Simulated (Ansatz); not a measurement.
**CHGe2 (quartet): from Hartree-Fock to the top rungs, cc-pVDZ**

The task here is to estimate one member of a computed series from the others.

The runs use Ansatz 0.2.0, Gaussian basis; cc-pVDZ, core rule «outside noble gas», up to 29 orbitals frozen.

To be run: UHF; CCSD(T) on ROHF; CCSD(T) on UHF; BCCD(T) on ROHF; CISD as a restricted active space (open shells left free, so some higher excitations enter); CCSDT(Q) on ROHF; CCSDT(Q) on UHF.

19 further runs of the same task are left out: 10 that didn't finish, 9 set aside as unsound or not needed. Runs told in other sessions of the task aren't counted.

## What is computed

The geometry is a PBE0/def2-TZVP stationary point (not a proven minimum) of the parent state, kept for this charge and spin. No spin-orbit coupling is included. The filled d shell of Ge may be among the frozen orbitals whatever the setting's name suggests.

4 atoms, charge 0, spin multiplicity 4.

Atoms are counted from 1 here; the program's logs count them from 0.

Bond lengths: C1–Ge2 1.859 Å, C1–Ge3 1.859 Å, Ge2–H4 1.805 Å, Ge3–H4 1.805 Å. Angles: Ge2–C1–Ge3 97.3°, C1–Ge2–H4 80.8°, C1–Ge3–H4 80.8°, Ge2–H4–Ge3 101.2°.

Set-up of the first run:

Contents of in.yaml:

```yaml
crystal:
  periodic: [false, false, false]
  atoms:
    - {symbol: C, position_ang: [0.000000, 1.142498, 0.000000]}
    - {symbol: Ge, position_ang: [0.000000, -0.085908, 1.395128]}
    - {symbol: Ge, position_ang: [0.000000, -0.085908, -1.395128]}
    - {symbol: H, position_ang: [0.000000, -1.231762, 0.000000]}
basis:
  gaussian: {orbitals: cc-pVDZ}
magnetization: {spin_polarized: true, initial_magnetization: 3}
hamiltonian: {xc: hf}
output: {orbitals: {seedname: orbitals}}
```

Run with:

```
$ ansatz run in.yaml --threads 1 --pin off --events-out ev --progress --plain --max-ram 2393MiB
```

Steps of the session up to this table: UHF; CCSD(T) on ROHF; CCSD(T) on UHF; BCCD(T) on ROHF; CISD as a restricted active space (open shells left free, so some higher excitations enter); CCSDT(Q) on ROHF; CCSDT(Q) on UHF.

One table of the session follows, with a row left open; its other results are not shown here.

| method | from RCCSDT(Q) (meV) |
| --- | --- |
| RMP2 | +1494.0 |
| UMP2 | +1944.3 |
| RCCSD | +644.9 |
| UCCSD | +623.3 |
| RCCSD(T) | +118.2 |
| UCCSD(T) | ? |
| BCCD(T) | +115.6 |
| RCCSDT | +59.5 |
| UCCSDT | +48.6 |
| RCCSDT(Q) | 0 |
| UCCSDT(Q) | -11.4 |

Estimate the missing values for UCCSD(T).

As computed: from RCCSDT(Q) (meV): +123.8. In the column «from RCCSDT(Q) (meV)» it lies between RCCSD(T) (+118.2) and UCCSD (+623.3).

Not comparable, so not listed: CISD as a restricted active space (open shells left free, so some higher excitations enter) (they don't share determinant, frozen orbitals or solution with the rows shown, or repeat one).

Caveats from the session: Left out of the table: ROHF, UHF (another determinant or state than the rows shown). Warnings: coupled cluster took another determinant than the lowest. Restricted and unrestricted rows rest on different reference determinants; a gap between their highest levels can come from leftover correlation error, from unlike frozen cores or from another state.
